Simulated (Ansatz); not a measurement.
# ScCl: a relaxation

Wanted: a converged relaxation for ScCl, and a check of what comes out. The structure is shown as the input types it.

Computed with Ansatz 0.2.0 (Kohn-Sham DFT, with the functional, basis and potentials that each input names, unless a step's input says otherwise).

## Step 1: The starting structure

Symmetry: R-3m, No. 166, trigonal system. Conventional cell: a = 3.473 Å, b = 3.473 Å, c = 26.710 Å, α = 90.00°, β = 90.00°, γ = 120.00°. Sc (site symmetry 3m) is surrounded by 3 Cl at 2.59 Å. Cl (site symmetry 3m) has 3 Sc at 2.59 Å in its first shell of neighbours.

Coordinates:

```
CELL_PARAMETERS angstrom
1.73650 1.00257 8.90333
-1.73650 1.00257 8.90333
0.00000 -2.00514 8.90333
ATOMIC_POSITIONS crystal
Sc 0.21370 0.21370 0.21370
Sc 0.78630 0.78630 0.78630
Cl 0.39140 0.39140 0.39140
Cl 0.60860 0.60860 0.60860
```

## Step 2: The calculation

input.yaml reads:

```yaml
crystal:
  lattice:
    - [1.73649999999, 1.00256874244, 8.9033333333]
    - [-1.73649999999, 1.00256874244, 8.9033333333]
    - [0.0, -2.00513748488, 8.9033333333]
  atoms:
    - { symbol: Sc, position: [0.2137, 0.2137, 0.2137] }
    - { symbol: Sc, position: [0.7863, 0.7863, 0.7863] }
    - { symbol: Cl, position: [0.3914, 0.3914, 0.3914] }
    - { symbol: Cl, position: [0.6086, 0.6086, 0.6086] }
kpoints:
  mp_grid: { grid: [10, 10, 10] }
scf:
  occupations: { method: fermi_dirac, width: 0.1 }
  max_iter: 75
hamiltonian:
  xc: pbesol
  pseudopotentials: { kind: paw }
  hubbard: { sites: [{ species: Sc, l: d, u_eff: -5.0 }] }
relax:
  f_tol: 0.002
  max_steps: 80
  cell: {}
output:
  forces: true
  stress: true
```

The run is started by

```sh
> ansatz run input.yaml --threads 2 --pin off --max-ram 6144MiB --backend cpu --events-out ev --progress --plain --runs-dir out
```

What happens when this is run?

The run converged and reported no error. That alone doesn't make the input a sound one.

In the input, hamiltonian.hubbard.sites is [{species: Sc, l: d, u_eff: -5.0}]. The U is negative: it rewards fractional occupations of the shell, where a positive U penalises them, and shifts its filled levels up and its empty ones down.

The test: delete hamiltonian.hubbard.sites.
